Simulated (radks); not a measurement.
**Valence configurations of Gd³⁺**

One table from this session's results is given with a row withheld; the runs are named, their logs left out.

Program: radks (a radial shooting solver on a logarithmic mesh, Libxc functionals) version 1. Level of theory: scalar-relativistic Kohn-Sham, PBE, spin-unpolarised, spherical densities, finite nucleus. These are calculated values, not measurements, unless marked.

### The atom as given

| Item | Value |
| --- | --- |
| element | gadolinium (Z = 64) |
| charge | +3 |
| electrons | 61 |
| configuration | [Xe] 4f7 |
| nuclear rms radius | 5.1569 fm |
| others tried | 4f6 5d1; 4f5 5d1 6p1; 4f6 6s1; 4f5 6p2; 4f6 6p1; 4f5 5d2; 4f5 5d1 6s1; 4f5 6s2 |

Outer shells as boxes (Hund's rule):

Gd³⁺
```
[Xe] core
4f [↑ ][↑ ][↑ ][↑ ][↑ ][↑ ][↑ ]
```

Set-up of the first run:

Settings of this run:

```text
Z 64
configuration [Xe] 4f7
relativity scalar-relativistic
functional pbe,pbe
spin unpolarised
nucleus finite rms 5.1569 fm
c 137.035999084
```

Launch:

```bash
$ python run_ks.py task.json out
```

This one command runs every case of the session in turn.

Among the steps run: [Xe] 4f7.

One table of the session follows, with a row left open; its other results are not shown here.

It belongs to the step «[Xe] 4f7». Sizes of the orbitals, from the radial functions (bohr):

```
level     <r>  outermost maximum (interpolated)  90 % within  nodes
   3p  0.2430                             0.220        0.364      1
   3d       ?                                 ?            ?      ?
   4s  0.5529                             0.516        0.794      3
   4p  0.5852                             0.538        0.851      2
   4d  0.6360                             0.559        0.955      1
   5s   1.323                              1.19         1.90      4
   5p   1.528                              1.35         2.22      3
   4f  0.8513                             0.567         1.45      0
```

**Question.** Estimate the row for 3d.

**Answer.** <r>: 0.2211; outermost maximum (interpolated): 0.180; 90 % within: 0.344; nodes: 0. In the column «<r>» it is the lowest.
